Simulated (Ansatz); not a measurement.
# CH2BFOS: small, medium and large basis sets

An exercise on one series of results from a longer session: the logs are not shown, and one member is left open.

Computed with Ansatz 0.2.0, Gaussian basis. Level: one geometry, several basis sets.

The runs, in order: PBE0-D4/def2-SVP; ωB97M-V/def2-SVP; PBE0-D4/def2-QZVPP; ωB97M-V/def2-QZVPP; the functionals' def2-TZVPP values are taken from earlier runs.

### Structure used throughout

The geometry comes from an earlier relaxation with PBE0-D4 in a triple-zeta def2 set; it is a stationary point, not always the lowest conformer.

SMILES `OC1(F)BS1`, 7 atoms, charge 0, spin multiplicity 1.

Atoms are counted from 1 here; the program's logs count them from 0.

Bond lengths: O1–C2 1.343 Å, O1–H6 0.966 Å, C2–F3 1.358 Å, C2–B4 1.528 Å, C2–S5 1.905 Å, B4–S5 1.742 Å, B4–H7 1.182 Å. Angles: C2–O1–H6 109.6°, O1–C2–F3 111.0°, O1–C2–B4 124.3°, O1–C2–S5 118.8°, F3–C2–B4 120.7°, F3–C2–S5 111.6°, B4–C2–S5 59.8°, C2–B4–S5 70.9°, C2–B4–H7 147.6°, S5–B4–H7 141.5°, C2–S5–B4 49.3°.

The first run:

Input file in.yaml:

```yaml
crystal:
  periodic: [false, false, false]
  atoms:
    - {symbol: O, position_ang: [-0.622920, 0.066469, 1.300888]}
    - {symbol: C, position_ang: [0.071349, -0.247825, 0.195254]}
    - {symbol: F, position_ang: [0.761674, -1.405252, 0.366479]}
    - {symbol: B, position_ang: [-0.268348, 0.256329, -1.206213]}
    - {symbol: S, position_ang: [1.145087, 1.094198, -0.627060]}
    - {symbol: H, position_ang: [-0.050458, -0.010869, 2.075320]}
    - {symbol: H, position_ang: [-0.975284, 0.179052, -2.150269]}
basis:
  gaussian: {orbitals: def2-SVP}
hamiltonian: {xc: pbe0, dispersion: d4}
output: {orbitals: {seedname: orbitals}}
```

Command:

```bash
$ ansatz run in.yaml --threads 2 --pin off --events-out ev --progress --plain --max-ram 4352MiB
```

Steps of the session up to this table: PBE0-D4 in def2-SVP; ωB97M-V in def2-SVP; PBE0-D4 in def2-QZVPP; ωB97M-V in def2-QZVPP.

One of the session's tables, all rows but one given; the rest of the session is left out.

It belongs to the step «Functionals by basis». 

```
functional       basis  HOMO (eV)
   PBE0-D4    def2-SVP          ?
   PBE0-D4  def2-TZVPP      -7.77
   PBE0-D4  def2-QZVPP      -7.81
   ωB97M-V    def2-SVP      -9.77
   ωB97M-V  def2-TZVPP      -9.89
   ωB97M-V  def2-QZVPP      -9.93
```

Estimate the missing values for PBE0-D4, def2-SVP.

As computed: HOMO (eV): -7.68. In the column «HOMO (eV)» it is the highest.
